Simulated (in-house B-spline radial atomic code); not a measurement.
**Eu⁶⁺: excited configurations**

How much energy does it take to promote electrons of Eu⁶⁺ to other shells? Each configuration is solved by itself and compared with the reference.

The numbers are computed with in-house B-spline radial atomic code version 1 (scalar-relativistic (spin-free one-electron X2C) PBE0, spin-polarised, spherical density, exact exchange averaged over the configuration, Fermi nucleus, basis-set limit), except any that are marked as measured or tabulated.

## (1) Starting point

```
element       : europium (Z = 63)
charge        : +6
electrons     : 57
configuration : [Kr] 4d10 4f5 5s2 5p4
Hamiltonian   : scalar-relativistic (X2C)
nucleus       : Fermi, rms radius 5.112 fm
```

The outer shells:

[Kr] 4d10 4f5 5s2 5p4
```
[Kr] core
4d [↑↓][↑↓][↑↓][↑↓][↑↓]
4f [↑ ][↑ ][↑ ][↑ ][↑ ][  ][  ]
5s [↑↓]
5p [↑↓][↑ ][↑ ]
```

Where spins are not typed, each open shell is filled with up spins first.

## (2) The base configuration

The run's settings:

```ini
Z = 63
electrons = 57.0
configuration = [Kr] 4d10 4f5 5s2 5p4
hamiltonian = x2c
method = pbe0
spin_polarised = True
nucleus = fermi
rms_radius = 5.1115
mass_number = 153
atomic_mass = 152.921236789
speed_of_light = 137.035999084
exact_exchange = averaged over the configuration
```

The run is started by

```sh
python run_scf.py task.json out
```

The settings of every run stand in task.json; they run in order.

## (3) Configuration [Kr] 4d10 4f4 5s2 5p4 5f1

The settings differ from step 2 so:

```diff
@@ -2,3 +2,3 @@
 electrons = 57.0
-configuration = [Kr] 4d10 4f5 5s2 5p4
+configuration = [Kr] 4d10 4f4 5s2 5p4 5f1
 hamiltonian = x2c
```

## (4) Run with [Kr] 4d10 4f4 5s2 5p4 6s1

The settings differ from step 3 so:

```diff
@@ -2,3 +2,3 @@
 electrons = 57.0
-configuration = [Kr] 4d10 4f4 5s2 5p4 5f1
+configuration = [Kr] 4d10 4f4 5s2 5p4 6s1
 hamiltonian = x2c
```

## (5) [Kr] 4d10 4f4 5s2 5p4 6f1

The settings differ from step 4 so:

```diff
@@ -2,3 +2,3 @@
 electrons = 57.0
-configuration = [Kr] 4d10 4f4 5s2 5p4 6s1
+configuration = [Kr] 4d10 4f4 5s2 5p4 6f1
 hamiltonian = x2c
```

## (6) [Kr] 4d10 4f5 5s2 5p3 6d1

The settings differ from step 5 so:

```diff
@@ -2,3 +2,3 @@
 electrons = 57.0
-configuration = [Kr] 4d10 4f4 5s2 5p4 6f1
+configuration = [Kr] 4d10 4f5 5s2 5p3 6d1
 hamiltonian = x2c
```

## (7) [Kr] 4d9 4f5 5s2 5p4 6s1

The settings differ from step 6 so:

```diff
@@ -2,3 +2,3 @@
 electrons = 57.0
-configuration = [Kr] 4d10 4f5 5s2 5p3 6d1
+configuration = [Kr] 4d9 4f5 5s2 5p4 6s1
 hamiltonian = x2c
```

## (8) Run with [Kr] 4d9 4f5 5s2 5p4 5d1

The settings differ from step 7 so:

```diff
@@ -2,3 +2,3 @@
 electrons = 57.0
-configuration = [Kr] 4d9 4f5 5s2 5p4 6s1
+configuration = [Kr] 4d9 4f5 5s2 5p4 5d1
 hamiltonian = x2c
```

How far above the reference does each configuration lie (order and size, in eV)?

The runs gave:

| net move | configuration | 2|M_S|+1 | energy above the reference (eV) | largest <r> (bohr) |
| --- | --- | --- | --- | --- |
| 4f → 6s | [Kr] 4d10 4f4 5s2 5p4 6s1 | 8 | 40.064 | 2.50 |
| 4f → 5f | [Kr] 4d10 4f4 5s2 5p4 5f1 | 8 | 56.585 | 2.50 |
| 5p → 6d | [Kr] 4d10 4f5 5s2 5p3 6d1 | 10 | 60.853 | 3.40 |
| 4f → 6f | [Kr] 4d10 4f4 5s2 5p4 6f1 | 8 | 71.953 | 4.46 |
| 4d → 5d | [Kr] 4d9 4f5 5s2 5p4 5d1 | 10 | 156.94 | 1.70 |
| 4d → 6s | [Kr] 4d9 4f5 5s2 5p4 6s1 | 10 | 171.21 | 2.50 |

At the bottom stands 4f → 6s (40.064 eV), at the top 4d → 6s (171.21 eV). 2 of them lie more than 60 % above minus the reference's highest level (91.411 eV), in the range where a state can decay by emitting an electron. Two partly filled shells share a symmetry and can mix in the average, which may lower the energy, for: 4f → 5f; 4f → 6f. The reference has 2|M_S|+1 = 8; 3 of the configurations differ from it in spin. These are spherical averages at the typed spins, not spectroscopic levels.
